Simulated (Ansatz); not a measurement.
# RPA@PBE/def2-SVP run of C2H5ClSi (SMILES ClC1C[SiH2]1)

What is the electronic atomisation energy of C2H5ClSi at RPA@PBE/def2-SVP? 

The calculation is run with Ansatz 0.2.0.

84 further runs of the same task are left out: 84 set aside as unsound or not needed.

### Step 1. The system as given

C2H5ClSi: 9 atoms, total charge 0, spin state singlet. SMILES: `ClC1C[SiH2]1`. Geometry: relaxed at PBE0-D4/def2-TZVP.

Bond lengths: Cl1–C2 1.761 Å, C2–C3 1.532 Å, C2–Si4 1.855 Å, C3–Si4 1.853 Å, C2–H5 1.084 Å, C3–H6 1.086 Å, C3–H7 1.085 Å, Si4–H8 1.475 Å, Si4–H9 1.478 Å. Some angles: Cl1–C2–C3 117.2°, Cl1–C2–Si4 122.4°, C3–C2–Si4 65.5°, C2–C3–Si4 65.7°, C2–Si4–C3 48.8°, Cl1–C2–H5 110.3°, C3–C2–H5 115.4°, Si4–C2–H5 119.3°, C2–C3–H6 115.0°, C2–C3–H7 116.2°.

### Step 2. A single-point energy at RPA@PBE/def2-SVP

File run.yaml:

```yaml
crystal:
  periodic: [false, false, false]
  atoms:
    - {symbol: Cl, position_ang: [-0.610200, -0.416600, -2.254300]}
    - {symbol: C, position_ang: [-0.442600, 0.373500, -0.689900]}
    - {symbol: C, position_ang: [0.930400, 0.305100, -0.014300]}
    - {symbol: Si, position_ang: [-0.417500, -0.575100, 0.903900]}
    - {symbol: H, position_ang: [-0.899600, 1.356600, -0.714500]}
    - {symbol: H, position_ang: [1.659300, -0.322300, -0.518200]}
    - {symbol: H, position_ang: [1.345700, 1.248900, 0.324100]}
    - {symbol: H, position_ang: [-0.452800, -2.048100, 0.838700]}
    - {symbol: H, position_ang: [-1.023900, 0.031800, 2.107300]}
basis:
  gaussian: {orbitals: def2-SVP}
hamiltonian: {xc: pbe}
correlation: {method: rpa, frozen_orbitals: {C: 1, Cl: 5, H: 0, Si: 5}}
accuracy: high
```

Run with:

```console
$ ansatz run run.yaml --threads 1 --pin off --max-ram 3480MiB --events-out events.jsonl --progress --plain --runs-dir runs
```

The program printed:

```text
Warning: RAYON_NUM_THREADS=1 ignored (pool sized by the plan → 1); use --threads N
Functional definition: PBE
  name "PBE"
  parameter kappa = 0.804
  parameter beta = 0.06672455060314922
  exchange = pbe_x(kappa = kappa, mu = beta*pi^2/3)
  correlation = pbe_c(beta = beta)
2017 factors; integrals over basis functions are off by at most 4.1e-9 eV
mean field evaluation 1: about -22524.4388 eV, gradient 6.1e1 eV
mean field evaluation 2: about -22524.4279 eV, gradient 6.1e1 eV
mean field evaluation 4: about -22533.7051 eV, gradient 1.2e1 eV
mean field evaluation 8: about -22534.2072 eV, gradient 4.0e-1 eV
mean field evaluation 16: about -22534.2074 eV, gradient 5.3e-5 eV
mean field -22534.20736365 eV, -828.1168463797 hartree, gradient 7.9e-8 eV, S^2 0.000000; 0 other end points of the search recorded, 0 dependent functions left out
12 core orbitals not correlated: weight in the atoms' cores, before any rotation towards them, 1.000 or more for the frozen orbitals, at most 0.000 for the correlated occupied ones
reference -22495.47824356 eV, -826.6935774681 hartree; 12, 12 occupied and 65, 65 virtual orbitals, 2017 factors
Total energy: -22518.90626902 eV, -827.5545415234 hartree
```

It took 8.1 s on 1 thread of Intel Xeon Platinum 8488C (Sapphire Rapids), shared host; peak memory 0.34 GiB.

### Step 3. The C atom at the same level

File in.yaml:

```yaml
crystal:
  periodic: [false, false, false]
  atoms:
    - symbol: C
      position_ang: [0.000000, 0.000000, 0.000000]
basis:
  gaussian: {orbitals: def2-SVP}
magnetization: {spin_polarized: true, initial_magnetization: 2}
hamiltonian: {xc: {name: PBE}}
correlation: {method: rpa, frozen_orbitals: {C: 1}}
accuracy: high
```

Run the same way, it converges to -37.77381 Eh (log not shown).

### Step 4. The Cl atom at the same level

File molecule.yaml:

```yaml
crystal:
  periodic: [false, false, false]
  atoms:
    - {symbol: Cl, position_ang: [0.000000, 0.000000, 0.000000]}
basis:
  gaussian: {orbitals: def2-SVP}
magnetization: {spin_polarized: true, initial_magnetization: 1}
hamiltonian: {xc: pbe}
correlation: {method: rpa, frozen_orbitals: {Cl: 5}}
accuracy: high
```

Run the same way, it converges to -459.51659 Eh (log not shown).

### Step 5. The H atom at the same level

File input.yaml:

```yaml
crystal:
  periodic: [false, false, false]
  atoms:
    - {symbol: H, position_ang: [0.000000, 0.000000, 0.000000]}
basis:
  gaussian:
    orbitals: def2-SVP
magnetization:
  spin_polarized: true
  initial_magnetization: 1
hamiltonian:
  xc: pbe
correlation:
  method: rpa
  frozen_orbitals: {H: 0}
accuracy: high
```

Run the same way, it converges to -0.51231 Eh (log not shown).

### Step 6. The Si atom at the same level

File in.yaml:

```yaml
crystal:
  periodic: [false, false, false]
  atoms:
    - {symbol: Si, position_ang: [0.000000, 0.000000, 0.000000]}
basis:
  gaussian:
    orbitals: def2-SVP
accuracy: high
magnetization:
  spin_polarized: true
  initial_magnetization: 2
hamiltonian:
  xc: pbe
correlation:
  method: rpa
  frozen_orbitals: {Si: 5}
```

Run with:

```console
$ ansatz run in.yaml --threads 1 --pin off --max-ram 3480MiB --events-out events.jsonl --progress --plain --runs-dir runs
```

The program printed, cut to the lines that bear on the results:

```text
Warning: RAYON_NUM_THREADS=1 ignored (pool sized by the plan → 1); use --threads N
[... 2 set-up lines as earlier in the session ...]
[...]
134 factors; integrals over basis functions are off by at most 2.5e-9 eV
[...]
mean field -7867.46922573 eV, -289.1241612833 hartree, gradient 6.7e-8 eV, S^2 2.002736; 5 other end points of the search recorded, 0 dependent functions left out
5 core orbitals not correlated: weight in the atoms' cores, before any rotation towards them, 1.000 or more for the frozen orbitals, at most 0.000 for the correlated occupied ones
reference -7857.25774718 eV, -288.7488963684 hartree; 3, 1 occupied and 10, 12 virtual orbitals, 134 factors
Total energy: -7860.26811138 eV, -288.8595252122 hartree
```

It took 1.1 s on 1 thread of Intel Xeon Platinum 8488C (Sapphire Rapids), shared host; peak memory 0.1 GiB.

### Step 7. Summary of results

Level: RPA@PBE/def2-SVP, 12 core orbitals frozen.

| quantity | value |
| --- | --- |
| molecule: total energy | -827.55454 Eh |
| molecule: RPA correlation energy (valence) | -861.0 mEh |
| C atom: total energy | -37.77381 Eh |
| C atom: RPA correlation energy (valence) | -130.5 mEh |
| C atom: ⟨S²⟩ of the reference determinant | 2.002 |
| Cl atom: total energy | -459.51659 Eh |
| Cl atom: RPA correlation energy (valence) | -202.4 mEh |
| Cl atom: ⟨S²⟩ of the reference determinant | 0.752 |
| H atom: total energy | -0.51231 Eh |
| H atom: RPA correlation energy | -13.0 mEh |
| H atom: ⟨S²⟩ of the reference determinant | 0.750 |
| Si atom: total energy | -288.85953 Eh |
| Si atom: RPA correlation energy (valence) | -110.6 mEh |
| Si atom: ⟨S²⟩ of the reference determinant | 2.003 |
| electronic atomisation energy | 29.096 eV |

Taking the molecule apart into free atoms costs 29.10 eV (671 kcal/mol), before zero-point energy and without spin-orbit coupling.
